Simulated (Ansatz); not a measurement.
# SnH4S2: one species, many methods

The task here is to estimate one member of a computed series from the others.

Method: functionals in def2-TZVPP, the program's frozen cores in correlated methods; program: Ansatz 0.2.0, Gaussian basis.

Levels to be run: LDA (SPW92), PBE-D4, revPBE-D4, BLYP-D4, r2SCAN-D4, B97M-V, PBE0-D4, B3LYP-D4, r2SCANh-D4, r2SCAN0-D4, HSE06-D4, BHLYP-D4, CAM-B3LYP-D4, LC-ωPBE, ωB97X-V, ωB97M-V, B2PLYP, PBE-QIDH; CCSD(T)/def2-SVP; CCSD(T)/def2-TZVPP; MP2/def2-QZVPP; extrapolation to the limit; RPA on PBE.

### The geometry

All runs share one geometry, relaxed beforehand with PBE0-D4 in a triple-zeta def2 set. Sn takes the def2 core potential; no spin-orbit term is included.

SMILES `[SH][SnH2][SH]`, 7 atoms, charge 0, spin multiplicity 1.

Atoms are counted from 1 here; the program's logs count them from 0.

Bond lengths: S1–Sn2 2.402 Å, S1–H4 1.343 Å, Sn2–S3 2.401 Å, Sn2–H5 1.704 Å, Sn2–H6 1.698 Å, S3–H7 1.343 Å. Angles: Sn2–S1–H4 93.4°, S1–Sn2–S3 112.1°, S1–Sn2–H5 108.3°, S1–Sn2–H6 106.7°, S3–Sn2–H5 109.0°, S3–Sn2–H6 105.8°, H5–Sn2–H6 115.1°, Sn2–S3–H7 93.6°.

The first run:

Contents of in.yaml:

```yaml
crystal:
  periodic: [false, false, false]
  atoms:
    - {symbol: S, position_ang: [-2.022056, -0.487712, -0.519463]}
    - {symbol: Sn, position_ang: [-0.051869, 0.562225, 0.366241]}
    - {symbol: S, position_ang: [1.578461, -1.043617, 1.094429]}
    - {symbol: H, position_ang: [-1.480012, -0.658511, -1.736430]}
    - {symbol: H, position_ang: [0.631763, 1.532413, -0.856509]}
    - {symbol: H, position_ang: [-0.532572, 1.398949, 1.763747]}
    - {symbol: H, position_ang: [1.937484, -1.371847, -0.157615]}
basis:
  gaussian: {orbitals: def2-TZVPP}
hamiltonian: {xc: lda}
output: {orbitals: {seedname: orbitals}}
```

Steps of the session up to this table: LDA; PBE-D4 (GGA); revPBE-D4 (GGA); BLYP-D4 (GGA); r2SCAN-D4 (meta-GGA); B97M-V (meta-GGA); PBE0-D4 (hybrid); B3LYP-D4 (hybrid); r2SCANh-D4 (hybrid); r2SCAN0-D4 (hybrid); HSE06-D4 (hybrid); BHLYP-D4 (hybrid); CAM-B3LYP-D4 (range-separated); LC-ωPBE-D4 (range-separated; the results give it without D4); ωB97X-V (range-separated); ωB97M-V (range-separated); B2PLYP (double hybrid); PBE-QIDH (double hybrid).

One table of the session follows, with a row left open; its other results are not shown here.

It belongs to the step «Frontier levels by functional». 

| functional | HOMO (eV) | gap (eV) |
| --- | --- | --- |
| LDA (SPW92) | -6.24 | 4.14 |
| PBE-D4 | ? | ? |
| revPBE-D4 | -6.09 | 4.30 |
| BLYP-D4 | -5.96 | 4.14 |
| r2SCAN-D4 | -6.42 | 4.77 |
| B97M-V | -6.51 | 4.91 |
| PBE0-D4 | -7.34 | 6.35 |
| B3LYP-D4 | -7.09 | 5.81 |
| r2SCANh-D4 | -6.86 | 5.53 |
| r2SCAN0-D4 | -7.53 | 6.67 |
| HSE06-D4 | -6.95 | 5.59 |
| BHLYP-D4 | -8.39 | 8.31 |
| CAM-B3LYP-D4 | -8.63 | 8.60 |
| LC-ωPBE | -10.05 | 11.19 |
| ωB97X-V | -9.67 | 10.70 |
| ωB97M-V | -9.49 | 10.33 |

**Question.** Estimate the row for PBE-D4.

The run gave: HOMO (eV): -6.13; gap (eV): 4.26. In the column «HOMO (eV)» it lies between LDA (SPW92) (-6.24) and revPBE-D4 (-6.09).
